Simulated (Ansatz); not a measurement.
The system is Pt3W.

```xyz
4
Lattice="-1.9479 1.9479 4.0183 1.9479 -1.9479 4.0183 1.9479 1.9479 -4.0183" Properties=species:S:1:pos:R:3 pbc="T T T"
Pt    0.0000    0.0000    4.0183
Pt    1.9479    0.0000    2.0092
Pt    0.0000    1.9479    2.0092
W     0.0000    0.0000    0.0000
```

The cell comes from a database or a generator and needn't be the stable form of this composition.

Base run:

```yaml
Program: Ansatz 0.2.0
Functional: LDA
Potentials_or_basis: all-electron LAPW, scalar-relativistic
Cutoff: 257 eV
Density_cutoff: 1029 eV
Basis_error_allowed: 0.002 eV/atom
k_mesh: 10 × 10 × 10
Occupations: fermi-dirac, width 0.05 eV
Spin: no spin polarisation
```

Its results: pressure -10.5 GPa.

Problem. The run is repeated on the same cell with these changes: functional from LDA to PBEsol. What comes out?

Solution. Pressure -5.1 GPa.

PBEsol binds less tightly than LDA, so the same cell stands under more pressure.

Not every run made on this cell is shown here.
